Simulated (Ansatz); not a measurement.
Geometry optimisation, DFT PBE, scalar-relativistic, plane waves, PAW in Ansatz 0.2.0.

Input:

```yaml
accuracy: low
crystal:
  lattice:
    - [0.0, 5.750182, 5.750182]
    - [5.750182, 0.0, 5.750182]
    - [5.750182, 5.750182, 0.0]
  atoms:
    - { symbol: Ga, position: [0.0, 0.0, 0.0] }
    - { symbol: As, position: [0.125, 0.125, 0.125] }
    - { symbol: Ga, position: [0.0, 0.0, 0.5] }
    - { symbol: As, position: [0.125, 0.125, 0.625] }
    - { symbol: Ga, position: [0.0, 0.5, 0.0] }
    - { symbol: As, position: [0.125, 0.625, 0.125] }
    - { symbol: Ga, position: [0.0, 0.5, 0.5] }
    - { symbol: As, position: [0.125, 0.625, 0.625] }
    - { symbol: Ga, position: [0.5, 0.0, 0.0] }
    - { symbol: As, position: [0.625, 0.125, 0.125] }
    - { symbol: Ga, position: [0.5, 0.0, 0.5] }
    - { symbol: As, position: [0.625, 0.125, 0.625] }
    - { symbol: Ga, position: [0.5, 0.5, 0.0] }
    - { symbol: As, position: [0.625, 0.625, 0.125] }
    - { symbol: Ga, position: [0.5, 0.5, 0.5] }
    - { symbol: As, position: [0.625, 0.625, 0.625] }
    - { symbol: Ga, position: [0.2524385, 0.7542722, 0.2407989] }
basis:
  ecutwfc: 420.0
kpoints:
  mp_grid: { grid: [2, 2, 2] }
hamiltonian:
  xc: pbe
scf:
  occupations: { method: fermi_dirac, width: 0.15 }
  lower_state_search: "off"
relax:
  f_tol: 0.08
  max_steps: 25
  adjacent_minimum: "off"
```

Command:

```bash
$ ansatz run input.yaml --threads 2 --pin off --max-ram 5120MiB --backend cpu --events-out ev --progress --plain --runs-dir out
```

Problem. Where does it end, and by what steps?

Solution. The run converged. The threshold is loose, so the end isn't yet a minimum. Limits of this set-up: coarse k mesh, odd electron count without spin, low accuracy level. After 2 steps the energy has fallen by 0.324 eV; Ga1 moved furthest, 0.08 Å.

```
step  energy less start (eV)  largest force component (eV/Å)  accepted
   0                  0.0000                           0.952       yes
   1                 -0.3132                           0.137       yes
   2                 -0.3243                           0.038       yes
```

```xyz
17
Lattice="0.0000 5.7502 5.7502 5.7502 0.0000 5.7502 5.7502 5.7502 0.0000" Properties=species:S:1:pos:R:3
Ga 0.000 -0.082 0.000
As 1.475 1.402 1.473
Ga 2.951 2.875 0.000
As 4.299 4.324 1.451
Ga 2.868 -0.010 2.885
As 4.278 1.403 4.277
Ga 5.750 2.875 2.801
As 7.213 4.338 4.287
Ga 0.000 2.876 2.957
As 1.454 4.329 4.296
Ga 2.877 5.753 2.872
As 4.299 7.174 4.301
Ga 2.794 2.876 5.750
As 4.278 4.349 7.222
Ga 5.750 5.824 5.751
As 7.199 7.175 7.201
Ga 5.738 2.859 5.766
```

Whether the end is a true minimum wasn't checked by a vibrational analysis.

The run took 18 s on 2 threads of Intel(R) Xeon(R) 6975P-C (Granite Rapids), with other jobs on the host, peak memory 1.1 GiB.
